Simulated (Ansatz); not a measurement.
# BFH₂OSi (SMILES FB1O[SiH2]1): functionals against CCSD(T) at one geometry

One table from this session's results is given with a row withheld; the runs are named, their logs left out.

Method: single points in def2-TZVPP; program: Ansatz 0.2.0, Gaussian basis.

Correlated methods freeze the cores.

## Where the work starts

SMILES `FB1O[SiH2]1`, 6 atoms, charge 0, spin multiplicity 1.

Atoms are counted from 1 here; the program's logs count them from 0.

Bond lengths: F1–B2 1.446 Å, B2–O3 1.146 Å, B2–Si4 1.850 Å, O3–Si4 1.661 Å, Si4–H5 1.526 Å, Si4–H6 1.462 Å. Angles: F1–B2–O3 152.3°, F1–B2–Si4 144.7°, O3–B2–Si4 62.2°, B2–O3–Si4 80.2°, B2–Si4–O3 37.6°, B2–Si4–H5 118.1°, B2–Si4–H6 125.9°, O3–Si4–H5 106.1°, O3–Si4–H6 116.6°, H5–Si4–H6 115.0°.

Coordinates:

```xyz
6

F     0.23610   -2.34020    0.73210
B     0.34680   -0.92150    0.47410
O     0.94200    0.05690    0.42050
Si   -0.45100    0.52960   -0.34990
H    -0.05100    0.85110   -1.78730
H    -1.24800    1.56020    0.31380
```

The first run:

Input file run/in.yaml:

```yaml
crystal:
  periodic: [false, false, false]
  atoms:
    - {symbol: F, position_ang: [0.236100, -2.340200, 0.732100]}
    - {symbol: B, position_ang: [0.346800, -0.921500, 0.474100]}
    - {symbol: O, position_ang: [0.942000, 0.056900, 0.420500]}
    - {symbol: Si, position_ang: [-0.451000, 0.529600, -0.349900]}
    - {symbol: H, position_ang: [-0.051000, 0.851100, -1.787300]}
    - {symbol: H, position_ang: [-1.248000, 1.560200, 0.313800]}
basis:
  gaussian: {orbitals: def2-TZVPP}
correlation: {method: ccsd_t}
output: {forces: true}
```

No record of the launch command was kept for these runs.

Steps of the session up to this table: CCSD(T)/def2-TZVPP; PBE0-D4/def2-TZVPP; wB97M-V/def2-TZVPP; r2SCAN-D4/def2-TZVPP; PBE-D4/def2-TZVPP; LC-wPBE/def2-TZVPP; revPBE-D4/def2-TZVPP.

One of the session's tables, all rows but one given; the rest of the session is left out.

```
   method  RMS force component (eV/Å)  angle to CCSD(T) forces (°)  dipole (D)
  CCSD(T)                       6.051                    reference        1.96
  PBE0-D4                       5.810                          0.9        1.95
  wB97M-V                       5.808                          0.4        1.95
r2SCAN-D4                       5.840                          0.5        1.82
   PBE-D4                       5.914                          1.8        1.77
  LC-wPBE                           ?                            ?           ?
revPBE-D4                       6.004                          2.3        1.74
```

**Question.** Estimate the row for LC-wPBE.

As computed: RMS force component (eV/Å): 5.848; angle to CCSD(T) forces (°): 1.7; dipole (D): 2.07. In the column «RMS force component (eV/Å)» it lies between r2SCAN-D4 (5.840) and PBE-D4 (5.914).
